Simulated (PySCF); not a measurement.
# C₃H₃F₃O: NMR shifts, electronic excitations and K edges in gas and solvents

Aim: compute the NMR shifts, electronic excitations and K edges of C₃H₃F₃O (`FC(F)[C@]1(F)CO1`), and see what a dielectric continuum does where one was used.

The runs use PySCF 2.14.0, with density-fitted response routines of our own; the level of theory stands in each step. All values are computed, except where a source is named. Atoms count from 0, in the outputs and in this text.

## 1. Starting geometry

10 atoms, charge 0, multiplicity 1; geometry from: GFN2-xTB. The atoms were then displaced at random by about 0.01 Å, so the start is not that level's minimum.

Bonds of the start (Å): F0–C1 1.36, C1–F2 1.34, C1–C3 1.49, C3–F4 1.35, C3–C5 1.49, C5–O6 1.41, O6–C3 1.38, C1–H7 1.12, C5–H8 1.09, C5–H9 1.09.

## 2. Relaxing the molecule at PBE0-D3(BJ)/def2-SVP

What the job is given:

```
{"job": {"xc": "PBE0", "basis": "def2-SVP", "d3": "d3bj", "grid": 1, "shake": 0.01, "kind": "geom"}, "charge": 0, "multiplicity": 1}
F      1.233830    -1.427120    -0.486460
C      1.243790    -0.117860    -0.106160
F      1.696490    -0.100690     1.155390
C     -0.117650     0.486500    -0.153660
F     -0.103410     1.818930     0.053910
C     -1.368060    -0.234240     0.221680
O     -1.011910     0.070900    -1.112300
H      1.971760     0.441620    -0.749490
H     -2.195160     0.329250     0.652550
H     -1.299240    -1.288220     0.503490
```

Command:

```bash
> OMP_NUM_THREADS=1 python probes_run.py task.json out
```

The driver reads the jobs from task.json and runs them one after another.

Log:

```text
step   0  E = -489.96244438  max force = 0.048408
step   1  E = -489.96425347  max force = 0.021746
step   2  E = -489.96588306  max force = 0.006724
step   3  E = -489.96624764  max force = 0.002639
step   4  E = -489.96629133  max force = 0.000860
step   5  E = -489.96630957  max force = 0.000635
step   6  E = -489.96632611  max force = 0.000548
step   7  E = -489.96634922  max force = 0.000670
step   8  E = -489.96635946  max force = 0.000386
optimisation converged
```

Run time: 38 s. Hardware: 1 thread of Arm Neoverse V1, shared host; peak memory 0.47 GiB.

Along the way:

```tsv
step	energy from step 0 (eV)	largest force component (eV/Å)
0	0.0000	2.4892
1	-0.0492	1.1182
2	-0.0936	0.3458
3	-0.1035	0.1357
4	-0.1047	0.0442
5	-0.1052	0.0327
6	-0.1056	0.0282
7	-0.1063	0.0345
8	-0.1065	0.0198
```

Distances of close pairs at the start and the end, largest changes first:

```tsv
bond	before (Å)	after (Å)	change (Å)
C3–C5	1.491	1.453	-0.038
C1–C3	1.490	1.513	+0.023
C5–O6	1.414	1.434	+0.020
F0–C1	1.363	1.344	-0.020
C1–H7	1.121	1.104	-0.017
C3–O6	1.375	1.366	-0.010
C5–H8	1.090	1.096	+0.006
C1–F2	1.340	1.345	+0.005
```

The final coordinates are the input of the step that follows.

```tsv
at the end point	value
point group (found at 0.08 Å tolerance)	C1
rotational constants (GHz, main isotopes)	3.972, 2.566, 1.866
dipole moment (D)	0.80
```

## 3. Shielding tensors: PBE0/pcSseg-1 in benzene

What the job is given:

```
{"job": {"kind": "nmr", "xc": "PBE0", "basis": "pcSseg-1", "solvent": "benzene", "pop": true}, "charge": 0, "multiplicity": 1}
F      0.518956    -1.795591    -0.157913
C      1.106495    -0.592088    -0.046543
F      1.707184    -0.514028     1.154653
C      0.054576     0.489852    -0.154871
F      0.623460     1.702082    -0.020863
C     -1.345752     0.303265     0.184625
O     -0.858604     0.367877    -1.162916
H      1.869618    -0.485250    -0.837554
H     -1.908766     1.182776     0.516009
H     -1.717964    -0.676104     0.503411
```

With the program's defaults for keys left out, this is: GIAO PBE0/pcSseg-1 NMR shielding, non-relativistic, IEF-PCM benzene.

Log:

```text
coarse grid: 9464 points
cycle   1  E = -490.0837775682  dE =  1.280e+00  |g| = 9.293e-01  |ddm| = 2.779e+00
cycle   2  E = -489.8871315601  dE =  1.966e-01  |g| = 1.450e+00  |ddm| = 1.247e+00
cycle   3  E = -490.2256250482  dE = -3.385e-01  |g| = 7.912e-02  |ddm| = 8.020e-01
cycle   4  E = -490.2260822791  dE = -4.572e-04  |g| = 6.237e-02  |ddm| = 7.680e-02
cycle   5  E = -490.2267091882  dE = -6.269e-04  |g| = 7.695e-03  |ddm| = 3.728e-02
cycle   6  E = -490.2267185735  dE = -9.385e-06  |g| = 1.988e-03  |ddm| = 6.545e-03
final grid: 95760 points
cycle   7  E = -490.2964778892  dE = -3.336e-05  |g| = 1.069e-02  |ddm| = 2.173e-02
cycle   8  E = -490.2964485904  dE =  2.930e-05  |g| = 1.694e-02  |ddm| = 1.457e-02
cycle   9  E = -490.2964980043  dE = -4.941e-05  |g| = 1.104e-03  |ddm| = 8.942e-03
cycle  10  E = -490.2964982281  dE = -2.238e-07  |g| = 2.938e-04  |ddm| = 8.158e-04
cycle  11  E = -490.2964982392  dE = -1.113e-08  |g| = 1.184e-04  |ddm| = 2.433e-04
cycle  12  E = -490.2964982411  dE = -1.933e-09  |g| = 1.892e-05  |ddm| = 7.242e-05
cycle  13  E = -490.2964982412  dE = -6.389e-11  |g| = 6.644e-06  |ddm| = 1.654e-05
converged SCF energy = -490.2964982412

GIAO shielding tensors (ppm)
atom      isotropic    diamagn.    paramagn.     s11        s22        s33       span
  0 F      328.634     472.990    -144.357    229.279    356.490    400.131    170.852
  1 C       71.099     238.160    -167.060     54.097     73.936     85.264     31.167
  2 F      332.466     470.961    -138.495    226.042    355.118    416.238    190.196
  3 C       94.086     246.208    -152.122     47.117     81.477    153.663    106.546
  4 F      358.317     473.476    -115.159    288.873    356.028    430.052    141.179
  5 C      137.134     252.361    -115.227     90.299    149.618    171.486     81.188
  6 O      272.731     397.338    -124.607    114.434    304.834    398.924    284.490
  7 H       25.146      26.091      -0.945     22.906     23.894     28.636      5.730
  8 H       28.062      28.337      -0.274     23.046     25.868     35.273     12.228
  9 H       28.157      29.180      -1.023     22.976     26.795     34.700     11.724
```

Run time: 10 s. Hardware: 1 thread of Arm Neoverse V1, shared host; peak memory 0.71 GiB.

The references, computed at this level on geometries of the same kind, shield at (ppm): ¹H TMS 31.25, ¹³C TMS 184.9, ¹⁹F CFCl3 178.7, ¹⁷O H2O 338.8. Their shielding less the atom's gives the shift. The references are single molecules in the same continuum, so shifts against H2O, NH3, PH3, H3PO4 or CFCl3 are not on the usual liquid scales and can be off by tens of ppm.

```tsv
atoms	environment	σ (ppm)	δ (ppm)
C1	sp3 CH bonded to 2 F	71.1	113.8
C3	three-membered-ring carbon bearing a halogen	94.1	90.8
C5	epoxide ring carbon	137.1	47.7
H7	hydrogen on an sp3 CH bonded to 2 F	25.15	6.11
H8	hydrogen on an epoxide ring carbon	28.06	3.19
H9	hydrogen on an epoxide ring carbon	28.16	3.10
F0	fluorine of a CF2 group	328.6	-149.9
F2	fluorine of a CF2 group	332.5	-153.7
F4	fluorine on an sp3 carbon	358.3	-179.6
O6	ether oxygen	272.7	66.0
```

Charges from the same density, by scheme (e):

```tsv
atoms	Mulliken	IAO	Hirshfeld	ESP fit
F0	-0.29	-0.29	-0.09	-0.18
C1	0.57	0.42	0.14	0.19
F2	-0.29	-0.29	-0.10	-0.19
C3	0.24	0.44	0.12	0.30
F4	-0.28	-0.29	-0.10	-0.19
C5	0.01	-0.10	-0.01	-0.13
O6	-0.40	-0.39	-0.16	-0.29
```

Mayer bond orders: F0–C1 0.97, C1–F2 0.97, C1–C3 0.95, C3–F4 0.96, C3–C5 0.99, C5–O6 0.90, O6–C3 0.97.

Ring of atoms C3, C5, O6: NICS(0) -44.0, NICS(1) -6.1, NICS(1)zz -19.7 ppm (means of both faces; NICS(1) differs between them: -7.3 and -4.8).

The two faces differ (NICS(1)zz -15.8 and -23.6 ppm).

In rings of three or four atoms NICS is ruled by the nearby σ bonds, so it says little on aromaticity.

## 4. TDDFT and polarisability: B3LYP/def2-SVPD

Same as in step 3 but for these lines:

```diff
@@ -1,2 +1,2 @@
-{"job": {"kind": "nmr", "xc": "PBE0", "basis": "pcSseg-1", "solvent": "benzene", "pop": true}, "charge": 0, "multiplicity": 1}
+{"job": {"kind": "uv", "xc": "B3LYP", "basis": "def2-SVPD", "dynamic": true, "nstates": 6, "ntriplets": 0}, "charge": 0, "multiplicity": 1}
 F      0.518956    -1.795591    -0.157913
```

With the program's defaults for keys left out, this is: TDDFT B3LYP/def2-SVPD, vertical, gas phase, core orbitals frozen in the response.

Log:

```text
coarse grid: 9464 points
cycle   1  E = -490.2646480722  dE =  1.214e+00  |g| = 9.242e-01  |ddm| = 4.207e+00
cycle   2  E = -489.9730707758  dE =  2.916e-01  |g| = 1.601e+00  |ddm| = 2.352e+00
cycle   3  E = -490.4108980592  dE = -4.378e-01  |g| = 1.167e-01  |ddm| = 1.558e+00
cycle   4  E = -490.4121738469  dE = -1.276e-03  |g| = 8.372e-02  |ddm| = 1.824e-01
cycle   5  E = -490.4133872778  dE = -1.213e-03  |g| = 8.817e-03  |ddm| = 7.230e-02
cycle   6  E = -490.4134004650  dE = -1.319e-05  |g| = 2.619e-03  |ddm| = 1.557e-02
cycle   7  E = -490.4134018973  dE = -1.432e-06  |g| = 4.768e-04  |ddm| = 3.320e-03
final grid: 95760 points
cycle   8  E = -490.4870032929  dE = -3.519e-05  |g| = 5.808e-03  |ddm| = 8.760e-02
cycle   9  E = -490.4869952748  dE =  8.018e-06  |g| = 9.066e-03  |ddm| = 1.334e-02
cycle  10  E = -490.4870092200  dE = -1.395e-05  |g| = 5.521e-04  |ddm| = 7.889e-03
cycle  11  E = -490.4870092696  dE = -4.962e-08  |g| = 2.536e-04  |ddm| = 7.733e-04
cycle  12  E = -490.4870092802  dE = -1.056e-08  |g| = 9.098e-05  |ddm| = 2.835e-04
cycle  13  E = -490.4870092816  dE = -1.425e-09  |g| = 2.041e-05  |ddm| = 9.547e-05
cycle  14  E = -490.4870092817  dE = -7.446e-11  |g| = 6.030e-06  |ddm| = 2.687e-05
converged SCF energy = -490.4870092817

Static polarisability (au): isotropic 41.492, principal 38.076 40.022 46.379

Singlet excitations
state   eV       nm        f      main configurations
  1   8.2143    150.9   0.01906   H->L 0.51, H->L+1 0.37
  2   8.4409    146.9   0.00997   H->L+1 0.51, H->L 0.46
  3   8.8782    139.7   0.00378   H->L+2 0.83
  4   8.9679    138.3   0.10295   H-1->L 0.77
  5   9.0646    136.8   0.01753   H-1->L+1 0.51, H->L+3 0.23, H-1->L 0.12
  6   9.1566    135.4   0.00749   H->L+3 0.56, H->L+4 0.23, H-1->L+1 0.09
```

Run time: 22 s. Hardware: 1 thread of Arm Neoverse V1, shared host; peak memory 0.75 GiB.

Frontier orbitals and where they lie:

```tsv
orbital	eV	atoms
HOMO−3	-11.64	F4 26 %, F0 23 %, F2 13 %
HOMO−2	-10.40	F2 20 %, F0 17 %, F4 16 %
HOMO−1	-9.50	O6 34 %, C5 24 %, C3 18 %
HOMO	-8.92	O6 53 %, C5 13 %, F4 7 %
LUMO	0.39	C1 20 %, C5 20 %, H7 12 %
LUMO+1	0.65	O6 20 %, C5 20 %, H8 15 %
LUMO+2	1.01	O6 16 %, F2 14 %, H7 12 %
```

With each of the 6 states as a Gaussian band of 0.4 eV half-width at 1/e, the curve within the window shown has maxima at 138 nm (ε 5,300) L/(mol cm). Beyond the last state computed it falls off for lack of states. The curve at chosen wavelengths:

(nm, ε (L/mol/cm)): (131, 1401), (132, 2030), (133, 2758), (135, 4237), (136, 4819), (137, 5194), (138, 5322), (140, 4873), (141, 4396), (142, 3846), (143, 3293), (145, 2362), (146, 2025), (147, 1768), (148, 1576), (150, 1300), (151, 1183), (152, 1066), (153, 945), (155, 697), (156, 578), (157, 467), (158, 369), (160, 213), (161, 156), (162, 112)

Further results of this job:

```tsv
property	computed
dipole moment (D)	0.90
polarisability (Å³)	6.15
HOMO–LUMO gap (eV)	9.31
−ε(HOMO) (eV)	8.92
C6 with itself (au)	928
```

## 5. Ultraviolet spectrum: B3LYP/def2-SVPD in benzene

Same as in step 4 but for these lines:

```diff
@@ -1,2 +1,2 @@
-{"job": {"kind": "uv", "xc": "B3LYP", "basis": "def2-SVPD", "dynamic": true, "nstates": 6, "ntriplets": 0}, "charge": 0, "multiplicity": 1}
+{"job": {"kind": "uv", "xc": "B3LYP", "basis": "def2-SVPD", "solvent": "benzene", "nstates": 6, "ntriplets": 0}, "charge": 0, "multiplicity": 1}
 F      0.518956    -1.795591    -0.157913
```

With the program's defaults for keys left out, this is: TDDFT B3LYP/def2-SVPD, vertical, IEF-PCM benzene (non-equilibrium linear response), core orbitals frozen in the response.

Log:

```text
coarse grid: 9464 points
cycle   1  E = -490.2716253275  dE =  1.207e+00  |g| = 9.157e-01  |ddm| = 4.206e+00
cycle   2  E = -490.0021081967  dE =  2.695e-01  |g| = 1.557e+00  |ddm| = 2.296e+00
cycle   3  E = -490.4151828571  dE = -4.131e-01  |g| = 1.022e-01  |ddm| = 1.503e+00
cycle   4  E = -490.4160661726  dE = -8.833e-04  |g| = 7.659e-02  |ddm| = 1.620e-01
cycle   5  E = -490.4170814114  dE = -1.015e-03  |g| = 8.384e-03  |ddm| = 6.558e-02
cycle   6  E = -490.4170928106  dE = -1.140e-05  |g| = 2.437e-03  |ddm| = 1.338e-02
cycle   7  E = -490.4170940918  dE = -1.281e-06  |g| = 4.025e-04  |ddm| = 3.092e-03
final grid: 95760 points
cycle   8  E = -490.4906750482  dE = -3.521e-05  |g| = 5.867e-03  |ddm| = 8.732e-02
cycle   9  E = -490.4906671550  dE =  7.893e-06  |g| = 9.070e-03  |ddm| = 1.351e-02
cycle  10  E = -490.4906811200  dE = -1.396e-05  |g| = 5.425e-04  |ddm| = 7.887e-03
cycle  11  E = -490.4906811689  dE = -4.892e-08  |g| = 2.328e-04  |ddm| = 7.317e-04
cycle  12  E = -490.4906811778  dE = -8.846e-09  |g| = 8.853e-05  |ddm| = 2.676e-04
cycle  13  E = -490.4906811791  dE = -1.350e-09  |g| = 1.840e-05  |ddm| = 9.103e-05
cycle  14  E = -490.4906811792  dE = -6.219e-11  |g| = 5.369e-06  |ddm| = 2.403e-05
converged SCF energy = -490.4906811792

Static polarisability (au): isotropic 45.754, principal 42.215 44.022 51.025

Singlet excitations
state   eV       nm        f      main configurations
  1   8.2461    150.4   0.02589   H->L 0.59, H->L+1 0.32
  2   8.5030    145.8   0.01125   H->L+1 0.59, H->L 0.38
  3   8.8671    139.8   0.00370   H->L+2 0.78, H-1->L+1 0.08, H->L+4 0.08
  4   8.9522    138.5   0.13390   H-1->L 0.75, H-1->L+1 0.10
  5   9.0622    136.8   0.00584   H->L+3 0.75, H-1->L+1 0.10
  6   9.1605    135.3   0.03136   H-1->L+1 0.52, H->L+2 0.15, H-1->L 0.12
```

It took 18 s on 1 thread of Arm Neoverse V1, shared host; peak memory 0.79 GiB.

Key values: HOMO -8.83 eV, LUMO 0.52 eV; lowest singlet 8.25 eV.

## 6. K-edge absorption: BHandHLYP/aug-pcX-1+pcseg-1

Same as in step 5 but for these lines:

```diff
@@ -1,2 +1,2 @@
-{"job": {"kind": "uv", "xc": "B3LYP", "basis": "def2-SVPD", "solvent": "benzene", "nstates": 6, "ntriplets": 0}, "charge": 0, "multiplicity": 1}
+{"job": {"kind": "xas", "xc": "BHandHLYP", "basis": {"default": "aug-pcX-1", "H": "pcseg-1"}}, "charge": 0, "multiplicity": 1}
 F      0.518956    -1.795591    -0.157913
```

Level: core-valence-separated TDA BHandHLYP/aug-pcX-1 H:pcseg-1, K edges, non-relativistic, gas phase.

Log:

```text
coarse grid: 9464 points
cycle   1  E = -490.3560205127  dE =  1.365e+00  |g| = 9.767e-01  |ddm| = 3.869e+00
cycle   2  E = -490.2971483625  dE =  5.887e-02  |g| = 1.201e+00  |ddm| = 1.531e+00
cycle   3  E = -490.5218583217  dE = -2.247e-01  |g| = 7.308e-02  |ddm| = 8.893e-01
cycle   4  E = -490.5224447900  dE = -5.865e-04  |g| = 5.014e-02  |ddm| = 9.782e-02
cycle   5  E = -490.5228509674  dE = -4.062e-04  |g| = 1.177e-02  |ddm| = 4.885e-02
cycle   6  E = -490.5228730271  dE = -2.206e-05  |g| = 2.040e-03  |ddm| = 1.037e-02
cycle   7  E = -490.5228739610  dE = -9.340e-07  |g| = 4.207e-04  |ddm| = 2.748e-03
final grid: 95760 points
cycle   8  E = -490.5515587845  dE = -1.067e-04  |g| = 3.811e-03  |ddm| = 3.892e-02
cycle   9  E = -490.5515586825  dE =  1.021e-07  |g| = 3.430e-03  |ddm| = 5.640e-03
cycle  10  E = -490.5515603330  dE = -1.651e-06  |g| = 5.243e-04  |ddm| = 2.714e-03
cycle  11  E = -490.5515603693  dE = -3.624e-08  |g| = 1.396e-04  |ddm| = 4.728e-04
cycle  12  E = -490.5515603729  dE = -3.590e-09  |g| = 2.925e-05  |ddm| = 1.260e-04
cycle  13  E = -490.5515603730  dE = -1.402e-10  |g| = 1.584e-05  |ddm| = 3.502e-05
converged SCF energy = -490.5515603730

C K edge
   eV          f      from atoms
  286.201   0.05697   C5
  287.786   0.00984   C5
  288.243   0.03570   C5
  288.801   0.02605   C5
  289.339   0.05620   C3
  289.491   0.00460   C5
  289.561   0.03684   C1 C3
  289.596   0.10206   C3 C1
  289.752   0.00034   C5
  289.908   0.05747   C1
  289.946   0.00878   C5
  290.398   0.00714   C5
  290.617   0.01031   C3
  290.868   0.00609   C5
  290.968   0.00578   C5
  291.049   0.03189   C1

O K edge
   eV          f      from atoms
  533.072   0.04512   O6
  534.617   0.03503   O6
  535.340   0.00423   O6
  535.846   0.00355   O6
  536.059   0.00832   O6
  536.221   0.00096   O6
  536.862   0.01384   O6
  537.018   0.00273   O6

F K edge
   eV          f      from atoms
  686.439   0.02948   F2
  686.529   0.03172   F4
  686.561   0.02997   F0
  687.631   0.00917   F2
  687.644   0.01074   F4
  687.650   0.00905   F0
  687.962   0.00452   F4
  688.101   0.00529   F0
  688.139   0.00870   F2
  688.214   0.00442   F2
  688.283   0.00484   F4
  688.327   0.00633   F0
  688.424   0.00258   F4
  688.799   0.00217   F2
  688.891   0.00256   F0
  689.000   0.00264   F4
```

It took 20 s on 1 thread of Arm Neoverse V1, shared host; peak memory 1 GiB.

## 7. Run by run: electronic excitations

Excitations and ground-state properties, with basis size and wall time:

```tsv
run	lowest singlet (eV)	brightest (eV)	f	gap (eV)	α (Å³)	μ (D)	functions	time
B3LYP/def2-SVPD	8.21	8.97	0.103	9.31	6.15	0.90	176	22 s
B3LYP/def2-SVPD in benzene	8.25	8.95	0.134	9.35	6.78	1.00	176	18 s
```

## 8. What came out

| quantity | value |
| --- | --- |
| point group | C1 |
| rotational constants (main isotopes) | 3.97, 2.57, 1.87 GHz |
| ¹³C shifts against TMS (PBE0/pcSseg-1, benzene) | 113.8, 90.8, 47.7 ppm |
| ¹H shifts against TMS (PBE0/pcSseg-1, benzene) | 6.11, 3.19, 3.10 ppm |
| ¹⁹F shifts against CFCl3 (PBE0/pcSseg-1, benzene) | -149.9, -153.7, -179.6 ppm |
| ¹⁷O shifts against H2O (PBE0/pcSseg-1, benzene) | 66.0 ppm |
| lowest singlet (B3LYP/def2-SVPD) | 8.21 eV (151 nm), f = 0.019 |
| brightest single state of those computed | state 4, 8.97 eV, f = 0.103 |
| C K edge | first line 286.20 eV, strongest 289.60 eV (f = 0.102) |
| O K edge | first line 533.07 eV, strongest 533.07 eV (f = 0.045) |
| F K edge | first line 686.44 eV, strongest 686.53 eV (f = 0.032) |
| range of the lowest singlet | 8.21 to 8.25 eV |

Over 8 steps the energy fell by 0.107 eV; of the close pairs, C3–C5 changed most, 1.491 to 1.453 Å. No frequency check was run at this level, so the end point may be a saddle. The most deshielded hydrogen is H7 (hydrogen on an sp3 CH bonded to 2 F), at 6.11 ppm: its carbon carries F, hence the downfield position. At PBE0/pcSseg-1: The largest span, 284 ppm, is at O6, where the paramagnetic term is -125 ppm. The first singlet state (HOMO→LUMO 0.51, HOMO→LUMO+1 0.37) lies at 8.21 eV and is weak; of the 6 states computed, the strongest absorption comes from state 4 at 8.97 eV. States above −ε(HOMO) lie where TDDFT describes them poorly and they hang on the basis; the brightest is among them. At the C edge the strongest single line lifts a 1s electron of C3 into several orbitals, led by LUMO+12 (weight 0.13), 3.4 eV above the first line. At the O edge the strongest single line lifts a 1s electron of O6 into several orbitals, led by LUMO+2 (weight 0.24), and it is the first line. At the F edge the strongest single line lifts a 1s electron of F4 into several orbitals, led by LUMO+11 (weight 0.12), 0.1 eV above the first line. Absolute edge energies from this method are off by several eV; spacings are better. The lowest singlet runs from 8.21 eV (B3LYP/def2-SVPD) to 8.25 eV (B3LYP/def2-SVPD in benzene), while the orbital gap spans 9.31 to 9.35 eV. The lowest state need not be the same one in every run.
